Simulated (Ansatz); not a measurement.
# GeH₃Br (built from SMILES [GeH3][Br]): search for a transition state

Aim: find the saddle point of a 1,1-elimination that is to form Br2–H3 and break Ge1–Br2, Ge1–H3, prove it by its vibrations, and relax downhill on both sides to see what it joins.

Method: PBE0-D4, def2-SVP first, then def2-TZVP; program: Ansatz 0.2.0, Gaussian basis.

115 further runs of the same task are left out: 1 that didn't finish, 114 set aside as unsound or not needed.

## Step 1: Starting geometry

The guess: 5 atoms, charge 0, spin multiplicity 1.

Atoms are counted from 1 here; the program's logs count them from 0.

Bond lengths: Ge1–Br2 2.807 Å, Ge1–H4 1.570 Å, Ge1–H5 1.571 Å. Angles: Br2–Ge1–H4 83.4°, Br2–Ge1–H5 84.4°, H4–Ge1–H5 97.7°.

Geometry (Å):

| atom | x (Å) | y (Å) | z (Å) |
| --- | --- | --- | --- |
| Ge1 | -0.8039 | 0.4409 | -0.0169 |
| Br2 | 1.5218 | -1.1108 | -0.2658 |
| H3 | -0.2045 | -0.9985 | -1.2502 |
| H4 | -0.7088 | 0.0169 | 1.4913 |
| H5 | 0.1953 | 1.6516 | 0.0416 |

Distances that are to change: Br2–H3 1.99 Å, Ge1–Br2 2.81 Å, Ge1–H3 1.99 Å.

## Step 2: Relaxing the guess with the reacting distances held

hold/in.yaml

```yaml
crystal:
  periodic: [false, false, false]
  atoms:
    - {symbol: Ge, position_ang: [-0.803900, 0.440900, -0.016900]}
    - {symbol: Br, position_ang: [1.521800, -1.110800, -0.265800]}
    - {symbol: H, position_ang: [-0.204500, -0.998500, -1.250200]}
    - {symbol: H, position_ang: [-0.708800, 0.016900, 1.491300]}
    - {symbol: H, position_ang: [0.195300, 1.651600, 0.041600]}
basis:
  gaussian: {orbitals: def2-SVP}
hamiltonian: {xc: pbe0, dispersion: d4}
relax: {f_tol: 0.08, max_steps: 120, escape_saddle: false, constraints: [{distance: [1, 2]}, {distance: [0, 1]}, {distance: [0, 2]}]}
```

Command:

```console
$ ansatz run in.yaml --threads 2 --pin off --events-out ev --progress --plain --max-ram 4352MiB
```

Further steps of the session: Force constants to start from; Saddle search in the small basis; Saddle search in triple zeta; Vibrations at the point found; Relaxing after a step of 0.30 Å one way along the mode; Relaxing after a step of 0.30 Å the other way along the mode.

Before running it: what results should come out? Wanted: imaginary mode; barrier from the start side; barrier from the end side; energy of the step; pairs that change; zero-point energy at the saddle.

As calculated:

```
                       quantity                                           value
                 imaginary mode                                       366i cm⁻¹
    barrier from the start side                                   55.5 kcal/mol
      barrier from the end side                                    3.8 kcal/mol
             energy of the step                                  +51.8 kcal/mol
              pairs that change  Br2–H3 formed, Ge1–Br2 loosened, Ge1–H3 broken
zero-point energy at the saddle                                        0.517 eV
```

What this shows: The point has a single imaginary mode (366i cm⁻¹), as a transition state must. Going downhill both ways gives the intended start and end. A bond meant to break is only loosened at the end: the products stay bound as an adduct. At PBE0-D4/def2-TZVP the electronic barrier is 55.5 kcal/mol, about 94 kT at 298 K, and the step runs 51.8 kcal/mol uphill. These are plain relaxations, not an intrinsic reaction coordinate. Lower complexes than these ends may exist.
